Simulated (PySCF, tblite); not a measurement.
# C₄H₇ClSSi: geometry, infrared bands and NMR shifts

Wanted: the infrared bands and NMR shifts of C₄H₇ClSSi (`[SiH3][C@@H]1C=C(Cl)SC1`), by calculation.

Programs: tblite 0.8.0 and PySCF 2.14.0, with density-fitted response routines of our own. Each step states its level of theory. These are calculated values for one molecule in the gas phase, unless marked as measured. Atoms count from 0, in the outputs and in this text.

### Step 1. Starting geometry

14 atoms, charge 0, multiplicity 1; geometry from: force field or distance geometry start.

Bonds of the start (Å): Si0–C1 1.89, C1–C2 1.53, C2–C3 1.33, C3–Cl4 1.72, C3–S5 1.71, S5–C6 1.82, C6–C1 1.54, Si0–H7 1.49, Si0–H8 1.49, Si0–H9 1.49, C1–H10 1.09, C2–H11 1.08, C6–H12 1.08, C6–H13 1.09.

### Step 2. Geometry optimisation with GFN2-xTB

Job settings and geometry (Å):

```
{"job": {"kind": "relax", "xc": "GFN2-xTB", "basis": "xTB"}, "charge": 0, "multiplicity": 1}
Si    -1.796600    -0.327600     0.533600
C     -0.223500    -0.251300    -0.505900
C      0.980600    -0.894200     0.190100
C      1.944900    -0.042400     0.534200
Cl     3.370200    -0.539300     1.348900
S      1.642400     1.598800     0.143300
C      0.212800     1.171900    -0.904300
H     -2.911100     0.291800    -0.232500
H     -1.631900     0.412300     1.811300
H     -2.154900    -1.740600     0.834000
H     -0.434600    -0.819400    -1.416100
H      1.016400    -1.960400     0.377300
H      0.552100     1.174600    -1.931100
H     -0.567500     1.925400    -0.805100
```

Started as:

```bash
$ OMP_NUM_THREADS=1 python probes_run.py task.json out
```

One launch serves the whole session: the jobs run in the order shown.

**Question.** This job is followed by: GFN2-xTB harmonic vibrations, gas phase; GIAO PBE0/pcSseg-1 NMR shielding, non-relativistic, gas phase. What will the session give for the following? strongest single infrared mode (GFN2-xTB); zero-point energy (GFN2-xTB); ¹³C shifts against TMS (PBE0/pcSseg-1); ¹H shifts against TMS (PBE0/pcSseg-1, means over atoms taken as alike); ²⁹Si shifts against TMS (PBE0/pcSseg-1); ³⁵Cl shifts against HCl (PBE0/pcSseg-1); ³³S shifts against CS2 (PBE0/pcSseg-1).

As calculated:

```
                                                              quantity                             value
                             strongest single infrared mode (GFN2-xTB)              781 cm⁻¹, 345 km/mol
                                          zero-point energy (GFN2-xTB)                     57.9 kcal/mol
                                ¹³C shifts against TMS (PBE0/pcSseg-1)      144.5, 126.6, 43.3, 33.5 ppm
¹H shifts against TMS (PBE0/pcSseg-1, means over atoms taken as alike)  5.45, 4.07, 3.80, 3.02, 2.64 ppm
                               ²⁹Si shifts against TMS (PBE0/pcSseg-1)                         -77.1 ppm
                               ³⁵Cl shifts against HCl (PBE0/pcSseg-1)                           210 ppm
                                ³³S shifts against CS2 (PBE0/pcSseg-1)                            87 ppm
```

In words: Over 63 steps the energy fell by 0.143 eV; of the close pairs, C3–S5 changed most, 1.714 to 1.769 Å. All 36 modes are real, so the xTB geometry is a minimum. Unscaled tight-binding wavenumbers are off by several per cent, some by more. Its intensities can rank the bands wrongly. The most deshielded hydrogen is H11 (hydrogen on an alkene CH), at 5.45 ppm: attached to an sp2 carbon and in the plane of the double bond. At PBE0/pcSseg-1: Shielding is most anisotropic at S5 (span 561 ppm, paramagnetic term -638 ppm).
